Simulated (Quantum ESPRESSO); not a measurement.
An input for Quantum ESPRESSO 7.5 (F2TiClI):

Contents of pw.in:

```
&CONTROL
  calculation = 'scf'
  prefix = 'pwscf'
  outdir = './tmp'
  pseudo_dir = './pseudo'
  tprnfor = .true.
  disk_io = 'low'
/
&SYSTEM
  ibrav = 0
  celldm(1) = 8
  nat = 5
  ntyp = 4
  ecutwfc = 88
  nbnd = 28
  input_dft = 'XC-000I-000I-000I-000I-202L-231L'
  occupations = 'smearing'
  smearing = 'gaussian'
  degauss = 0.00367493
  vdw_corr = 'grimme-d3'
  dftd3_version = 5
  nosym = .true.
  assume_isolated = 'mt'
/
&ELECTRONS
  conv_thr = 1d-08
  electron_maxstep = 120
  mixing_beta = 0.5
/
ATOMIC_SPECIES
F     18.9984 09_F_7_1.5_1.5_pbe_n_v1.0.upf
Ti    47.8670 22_Ti_12_2.0_2.8_pbe_n_v1.0.upf
Cl    35.4500 17_Cl_7_1.9_1.9_pbe_n_v1.0.upf
I    126.9045 53_I_7_2.3_2.5_pbe_n_v1.0.upf
CELL_PARAMETERS alat
  3.0708049525169   0.0000000000000   0.0000000000000
  0.0000000000000   3.0708049525169   0.0000000000000
  0.0000000000000   0.0000000000000   2.8345891869387
ATOMIC_POSITIONS crystal
F      0.5108020000    0.4240390000    0.6117370000
Ti     0.5130380000    0.4382860000    0.4617340000
F      0.6249590000    0.3778570000    0.4172720000
Cl     0.3801010000    0.3770530000    0.3930990000
I      0.5326780000    0.6274080000    0.4173650000
K_POINTS gamma
```

Potentials or basis: SPMS 1.0 PBE.

The run is started by

```sh
$ OMP_NUM_THREADS=1 pw.x -in pw.in > pw.out
```

Q: How does this run end?

A: The run stopped without a result. It printed:

pw.out:

```text
This program is part of the open-source Quantum ESPRESSO suite
     for quantum simulation of materials; please cite
         "P. Giannozzi et al., J. Phys.:Condens. Matter 21 395502 (2009);
         "P. Giannozzi et al., J. Phys.:Condens. Matter 29 465901 (2017);
         "P. Giannozzi et al., J. Chem. Phys. 152 154105 (2020);
     in publications or presentations arising from this work. More details at

     IMPORTANT: XC functional enforced from input :
     Exchange-correlation= XC-000I-000I-000I-000I-202L-231L
                           (   0   0   0   0   0 202 231)
     Any further DFT definition will be discarded
     Please, verify this is what you really want

 program stopped due to: functional name unknown
STOP must stop!
```
